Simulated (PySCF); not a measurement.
# C5H8Cl2: the cost of one run

The runs use PySCF 2.14.0, with density-fitted response routines of our own; the level of theory stands in each step. All values are computed, except where a source is named. Atoms are numbered from 0 throughout.

### Step 1. The starting structure

15 atoms, charge 0, multiplicity 1; geometry from: GFN2-xTB.

Bonds of the start (Å): C0–C1 1.50, C1–Cl2 1.77, C1–C3 1.50, C3–C4 1.51, C4–C5 1.50, C5–Cl6 1.79, C4–C1 1.50, C0–H7 1.09, C0–H8 1.09, C0–H9 1.09, C3–H10 1.08, C3–H11 1.08, C4–H12 1.08, C5–H13 1.09, C5–H14 1.09.

### Step 2. TDDFT and polarisability: CAM-B3LYP/def2-SVPD

What the job is given:

```
{"job": {"kind": "uv", "xc": "CAM-B3LYP", "basis": "def2-SVPD", "nstates": 8, "ntriplets": 3}, "charge": 0, "multiplicity": 1}
C     -1.270474     0.711781    -0.867713
C     -0.818553    -0.452872    -0.030817
Cl    -2.182423    -1.224338     0.797026
C      0.287079    -1.363024    -0.463459
C      0.478245    -0.460251     0.730663
C      1.432862     0.695751     0.659886
Cl     0.816696     2.078551     1.619781
H     -0.446337     1.098845    -1.460742
H     -1.648857     1.509115    -0.231168
H     -2.065360     0.397887    -1.541613
H      0.807310    -1.113925    -1.376397
H      0.188800    -2.422856    -0.288833
H      0.449486    -0.934250     1.704287
H      1.566229     1.056295    -0.358553
H      2.400885     0.431280     1.085740
```

With the program's defaults for keys left out, this is: TDDFT CAM-B3LYP/def2-SVPD, vertical, gas phase, core orbitals frozen in the response.

Launch:

```sh
OMP_NUM_THREADS=1 python probes_run.py task.json out
```

The driver reads the jobs from task.json and runs them one after another.

Q: Estimate the wall time and peak memory of this job on 1 thread of Arm Neoverse N1, shared host.

About 83 s, with a peak of 0.94 GiB.
